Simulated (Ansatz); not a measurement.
# CH7BSi2: a ladder of functionals and wavefunction methods

Aim: compute CH7BSi2 with functionals from several rungs and with coupled cluster, and see how far each lands from CCSD(T) at the basis-set limit for the atomisation energy.

The runs use Ansatz 0.2.0, Gaussian basis; functionals in def2-TZVPP, the program's frozen cores in correlated methods.

Plan: LDA (SPW92), PBE-D4, revPBE-D4, BLYP-D4, r2SCAN-D4, B97M-V, PBE0-D4, B3LYP-D4, r2SCANh-D4, r2SCAN0-D4, HSE06-D4, BHLYP-D4, CAM-B3LYP-D4, LC-ωPBE, ωB97X-V, ωB97M-V, B2PLYP, PBE-QIDH; CCSD(T)/def2-SVP; CCSD(T)/def2-TZVPP; MP2/def2-QZVPP; extrapolation to the limit; RPA on PBE.

## Step 1: Structure used throughout

All runs share one geometry, relaxed beforehand with PBE0-D4 in a triple-zeta def2 set.

11 atoms, charge 0, spin multiplicity 1.

Atoms are counted from 1 here; the program's logs count them from 0.

Bond lengths: C1–Si2 1.868 Å, C1–H5 1.092 Å, C1–H6 1.095 Å, C1–H7 1.090 Å, Si2–B3 1.880 Å, Si2–Si4 2.685 Å, Si2–H8 1.492 Å, B3–Si4 1.871 Å, B3–H9 1.191 Å, Si4–H10 1.485 Å, Si4–H11 1.489 Å. Angles: Si2–C1–H5 111.5°, Si2–C1–H6 108.1°, Si2–C1–H7 112.0°, H5–C1–H6 107.5°, H5–C1–H7 109.3°, H6–C1–H7 108.3°, C1–Si2–B3 129.2°, C1–Si2–Si4 98.3°, C1–Si2–H8 108.7°, B3–Si2–Si4 44.2°, B3–Si2–H8 122.0°, Si4–Si2–H8 137.7°, Si2–B3–Si4 91.4°, Si2–B3–H9 123.3°, Si4–B3–H9 122.7°, Si2–Si4–B3 44.4°, Si2–Si4–H10 89.1°, Si2–Si4–H11 144.1° and more.

## Step 2: LDA

This LDA is Slater exchange with PW92 correlation.

Input file in.yaml:

```yaml
crystal:
  periodic: [false, false, false]
  atoms:
    - {symbol: C, position_ang: [-1.190501, 1.117000, -0.618815]}
    - {symbol: Si, position_ang: [-0.748783, -0.188767, 0.641530]}
    - {symbol: B, position_ang: [0.908180, -0.541069, 1.456575]}
    - {symbol: Si, position_ang: [1.742320, -0.719059, -0.208683]}
    - {symbol: H, position_ang: [-1.657647, 0.678509, -1.503179]}
    - {symbol: H, position_ang: [-1.919652, 1.795623, -0.164564]}
    - {symbol: H, position_ang: [-0.322431, 1.701063, -0.923176]}
    - {symbol: H, position_ang: [-1.981904, -0.952605, 0.992515]}
    - {symbol: H, position_ang: [1.050426, -1.333200, 2.335130]}
    - {symbol: H, position_ang: [1.517157, 0.192466, -1.359580]}
    - {symbol: H, position_ang: [2.668333, -1.806961, -0.627256]}
basis:
  gaussian: {orbitals: def2-TZVPP}
hamiltonian: {xc: lda}
output: {orbitals: {seedname: orbitals}}
```

Launch:

```sh
ansatz run in.yaml --threads 2 --pin off --events-out ev --progress --plain --max-ram 4352MiB
```

After this run come: PBE-D4 (GGA); revPBE-D4 (GGA); BLYP-D4 (GGA); r2SCAN-D4 (meta-GGA); B97M-V (meta-GGA); B3LYP-D4 (hybrid); r2SCANh-D4 (hybrid); r2SCAN0-D4 (hybrid); HSE06-D4 (hybrid); BHLYP-D4 (hybrid); CAM-B3LYP-D4 (range-separated); LC-ωPBE (range-separated); ωB97X-V (range-separated); ωB97M-V (range-separated); B2PLYP (double hybrid); PBE-QIDH (double hybrid); CCSD(T) in def2-SVP; CCSD(T) in def2-TZVPP; MP2 in def2-QZVPP; RPA on PBE orbitals.

**Question.** What will the summary of the whole plan be? Wanted: atomisation energy, CCSD(T)/CBS; farthest beyond LDA; mean size of error, GGA; mean size of error, meta-GGA; mean size of error, hybrid; mean size of error, range-separated; mean size of error, double hybrid; gap, smallest and largest; T1 diagnostic.

As calculated:

| quantity | value |
| --- | --- |
| atomisation energy, CCSD(T)/CBS | 855.0 kcal/mol |
| functionals within 4.3 kcal/mol (0.5 %) | BLYP-D4, PBE0-D4, B3LYP-D4, r2SCAN0-D4, CAM-B3LYP-D4, ωB97M-V, PBE-QIDH |
| farthest beyond LDA | B97M-V (+13.7 kcal/mol) |
| mean size of error, GGA | 6.6 kcal/mol |
| mean size of error, meta-GGA | 11.5 kcal/mol |
| mean size of error, hybrid | 5.0 kcal/mol |
| mean size of error, range-separated | 4.3 kcal/mol |
| mean size of error, double hybrid | 5.4 kcal/mol |
| gap, smallest and largest | 3.24 eV (LDA (SPW92)), 9.15 eV (LC-ωPBE) |
| T1 diagnostic | 0.0135 |
| triples share of the correlation energy | 4.5 % |

LDA overbinds by 109.4 kcal/mol (13 %). PBE-D4 is off by +11.1 kcal/mol. Double hybrids carry the basis error of their MP2 part in triple zeta, and no dispersion term here, so their miss is partly the set-up's. Taken by rung, range-separated functionals do best (4.3 kcal/mol on average) and meta-GGA ones worst beyond LDA (11.5 kcal/mol). The gap between the best rungs is small, so their order is not settled. Misses under about 4.3 kcal/mol are within the doubt on the reference itself, which lacks core-valence correlation, relativity and higher excitations. Hartree-Fock recovers 75 % of the binding; the rest is correlation. CCSD(T) in def2-SVP is off by -47.1 kcal/mol, more than most functionals: a good method in a small basis is no reference. The gap grows from 3.2 to 9.1 eV across the functionals, mostly with the share of exact exchange.
